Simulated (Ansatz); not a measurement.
# WC (P-6m2): a single-point run

Aim: a sound single-point run of WC (P-6m2). The structure is shown as the input types it.

Program: Ansatz 0.2.0. Level of theory: DFT r2SCAN, scalar-relativistic, plane waves, PAW. These are calculated values, not measurements.

## (1) The system as given

It takes space group P-6m2 (No. 187, hexagonal). Conventional cell: a = 2.912 Å, b = 2.912 Å, c = 2.837 Å, α = 90.00°, β = 90.00°, γ = 120.00°. W (site symmetry -6m2) is surrounded by 6 C at 2.20 Å. C (site symmetry -6m2) has 6 W at 2.20 Å in its first shell of neighbours.

As a file:

```cif
data_structure
_symmetry_space_group_name_H-M 'P-6m2'
_symmetry_Int_Tables_number 187
_cell_length_a 2.9119
_cell_length_b 2.9119
_cell_length_c 2.8369
_cell_angle_alpha 90.000
_cell_angle_beta 90.000
_cell_angle_gamma 120.000
_cell_volume 20.83
loop_
_atom_site_label
_atom_site_type_symbol
_atom_site_symmetry_multiplicity
_atom_site_Wyckoff_symbol
_atom_site_fract_x
_atom_site_fract_y
_atom_site_fract_z
_atom_site_occupancy
W1 W 1 a 0.00000 0.00000 0.00000 1
C1 C 1 f 0.66667 0.33333 0.50000 1
```

## (2) The calculation

The input, input.yaml:

```yaml
crystal:
  lattice:
    - [2.911867777729, 2.886758689771e-11, 0.0]
    - [-1.45593388889, 2.52175146796, 0.0]
    - [0.0, 0.0, 2.8369414953]
  atoms:
    - { symbol: W, position: [-3.700743415525e-17, 0.0, 0.0] }
    - { symbol: C, position: [0.6666666666667, 0.3333333333333, 0.5] }
basis:
  ecutwfc: 500
  ecutrho_ratio: 2
kpoints:
  mp_grid: { grid: [14, 14, 12] }
hamiltonian:
  xc: r2scan
scf:
  occupations: { method: gaussian, width: 0.05 }
  max_iter: 75
output:
  forces: true
  stress: true
```

The run is started by

```sh
> ansatz run input.yaml --threads 4 --pin off --max-ram 7168MiB --backend cpu --events-out ev --progress --plain --runs-dir out
```

Q: Will this input give a usable result? If not, why, and what should change?

This run ends as converged, with warnings (cutoff below recommended). Its log warns: «basis.ecutrho_ratio = 2 (ecutrho = 1000 eV) is below the records' recommended 2000 eV»

In the input, basis.ecutrho_ratio is 2. What could go wrong: density grid too coarse. It still converged here, which does not make the setting sound.

Run again and compare: set basis.ecutrho_ratio to 4.
